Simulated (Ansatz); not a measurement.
# GeICl2 radical: a ladder of functionals and wavefunction methods

Aim: compute GeICl2 radical with functionals from several rungs and with coupled cluster, and see how far each lands from CCSD(T) at the basis-set limit for the atomisation energy.

Method: functionals in def2-TZVPP, the program's frozen cores in correlated methods; program: Ansatz 0.2.0, Gaussian basis.

Levels to be run: LDA (SPW92), PBE-D4, revPBE-D4, BLYP-D4, r2SCAN-D4, B97M-V, PBE0-D4, B3LYP-D4, r2SCANh-D4, r2SCAN0-D4, HSE06-D4, BHLYP-D4, CAM-B3LYP-D4, LC-ωPBE, ωB97X-V, ωB97M-V, B2PLYP, PBE-QIDH; CCSD(T)/def2-SVP; CCSD(T)/def2-TZVPP; MP2/def2-QZVPP; extrapolation to the limit; RPA on PBE.

## Step 1: The geometry

All runs share one geometry, relaxed beforehand with PBE0-D4 in a triple-zeta def2 set. I takes the def2 core potential; no spin-orbit term is included.

SMILES `[Cl][Ge]([Cl])[I]`, 4 atoms, charge 0, spin multiplicity 2.

Atoms are counted from 1 here; the program's logs count them from 0.

Bond lengths: Cl1–Ge2 2.154 Å, Ge2–Cl3 2.154 Å, Ge2–I4 2.525 Å. Angles: Cl1–Ge2–Cl3 106.8°, Cl1–Ge2–I4 110.1°, Cl3–Ge2–I4 110.1°.

As a file:

```xyz
4
charge 0, multiplicity 2
Cl    0.4538    0.4535    1.9593
Ge   -0.3836   -0.4073    0.1706
Cl    1.1934   -1.5239   -0.7824
I    -1.2081    1.4174   -1.3678
```

## Step 2: LDA

This LDA is Slater exchange with PW92 correlation.

Input file in.yaml:

```yaml
crystal:
  periodic: [false, false, false]
  atoms:
    - {symbol: Cl, position_ang: [0.453806, 0.453511, 1.959301]}
    - {symbol: Ge, position_ang: [-0.383591, -0.407345, 0.170624]}
    - {symbol: Cl, position_ang: [1.193352, -1.523865, -0.782427]}
    - {symbol: I, position_ang: [-1.208067, 1.417399, -1.367798]}
basis:
  gaussian: {orbitals: def2-TZVPP}
magnetization: {spin_polarized: true, initial_magnetization: 1}
hamiltonian: {xc: lda}
output: {orbitals: {seedname: orbitals}}
```

The runs that follow: PBE-D4 (GGA); revPBE-D4 (GGA); BLYP-D4 (GGA); r2SCAN-D4 (meta-GGA); B97M-V (meta-GGA); PBE0-D4 (hybrid); B3LYP-D4 (hybrid); r2SCANh-D4 (hybrid); r2SCAN0-D4 (hybrid); HSE06-D4 (hybrid); BHLYP-D4 (hybrid); CAM-B3LYP-D4 (range-separated); LC-ωPBE-D4 (range-separated); ωB97X-V (range-separated); ωB97M-V (range-separated); B2PLYP (double hybrid); PBE-QIDH (double hybrid); CCSD(T) in def2-SVP; CCSD(T) in def2-TZVPP; MP2 in def2-QZVPP; RPA on PBE orbitals.

**Question.** What will the summary of the whole plan be? Wanted: atomisation energy, CCSD(T)/CBS; farthest beyond LDA; mean size of error, GGA; mean size of error, meta-GGA; mean size of error, hybrid; mean size of error, range-separated; mean size of error, double hybrid; gap, smallest and largest; T1 diagnostic.

The runs gave:

```
                               quantity                                            value
        atomisation energy, CCSD(T)/CBS                                     923.7 kJ/mol
  functionals within 9.2 kJ/mol (1.0 %)  BLYP-D4, r2SCAN0-D4, ωB97X-V, ωB97M-V, PBE-QIDH
                    farthest beyond LDA                          BHLYP-D4 (-51.9 kJ/mol)
                mean size of error, GGA                                      24.1 kJ/mol
           mean size of error, meta-GGA                                      32.7 kJ/mol
             mean size of error, hybrid                                      22.3 kJ/mol
    mean size of error, range-separated                                      20.6 kJ/mol
      mean size of error, double hybrid                                      18.8 kJ/mol
              gap, smallest and largest         0.60 eV (LDA (SPW92)), 7.33 eV (LC-ωPBE)
                          T1 diagnostic                                           0.0122
triples share of the correlation energy                                            3.4 %
```

LDA overbinds by 201.6 kJ/mol (22 %). PBE-D4 is off by +51.5 kJ/mol. Double hybrids carry the basis error of their MP2 part in triple zeta, and no dispersion term here, so their miss is partly the set-up's. By mean error the best rung here is double hybrid (18.8 kJ/mol) and the worst beyond LDA is meta-GGA (32.7 kJ/mol). The gap between the best rungs is small, so their order is not settled. RPA and LDA stand outside this count. The reference freezes the cores and leaves out spin-orbit coupling and excitations past (T), and its outer-core shells are covered unevenly, so misses under about 9.2 kJ/mol can't be ranked. All levels share the lack of spin-orbit coupling, which lowers the free heavy atoms and so the true binding. Hartree-Fock recovers 66 % of the binding; the rest is correlation. CCSD(T) in def2-SVP is off by -122.9 kJ/mol, worse than the median functional, from the basis alone. The gap grows from 0.6 to 7.3 eV across the functionals, mostly with the share of exact exchange. Correlated methods include outer-core shells of Ge, I, which these sets cover unevenly.
